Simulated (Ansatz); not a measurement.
# Re (fcc type): the cost of one run

Method: DFT PBEsol, with the methods named in each step, in Ansatz 0.2.0.

2 further runs of the same task are left out: 2 set aside as unsound or not needed. Runs told in other sessions of the task aren't counted.

## Step 1: The structure to begin with

Symmetry: Fm-3m, No. 225, cubic system. The conventional cell has a = 3.876 Å, b = 3.876 Å, c = 3.876 Å, α = 90.00°, β = 90.00°, γ = 90.00°. Re (site symmetry m-3m) is surrounded by 12 Re at 2.74 Å.

Coordinates:

```cif
data_structure
_symmetry_space_group_name_H-M 'P 1'
_symmetry_Int_Tables_number 1
_cell_length_a 2.7406
_cell_length_b 2.7406
_cell_length_c 2.7406
_cell_angle_alpha 60.000
_cell_angle_beta 60.000
_cell_angle_gamma 60.000
_cell_volume 14.56
loop_
_atom_site_label
_atom_site_type_symbol
_atom_site_fract_x
_atom_site_fract_y
_atom_site_fract_z
_atom_site_occupancy
Re1 Re 0.00000 0.00000 0.00000 1
```

Whether this phase is the stable one at these pressures isn't tested.

## Step 2: Cell relaxed at zero pressure, PAW

The input, input.yaml:

```yaml
crystal:
  lattice:
    - [0.0, 1.9379267184, 1.9379267184]
    - [1.9379267184, 0.0, 1.9379267184]
    - [1.9379267184, 1.9379267184, 0.0]
  atoms:
    - { symbol: Re, position: [0.0, 0.0, 0.0] }
kpoints:
  mp_grid: { grid: [17, 17, 17] }
scf:
  occupations: { method: fermi_dirac, width: 0.05 }
hamiltonian:
  xc: pbesol
  pseudopotentials: { kind: paw }
output:
  forces: true
  stress: true
relax:
  f_tol: 0.005
  max_steps: 40
  cell: {}
```

Started as:

```bash
$ ansatz run input.yaml --threads 1 --pin off --max-ram 2048MiB --backend cpu --events-out ev --progress --plain --runs-dir out
```

What time and memory should one allow on 1 thread of Arm Neoverse V1, shared host?

About 5.8 s, with a peak of 0.3 GiB.
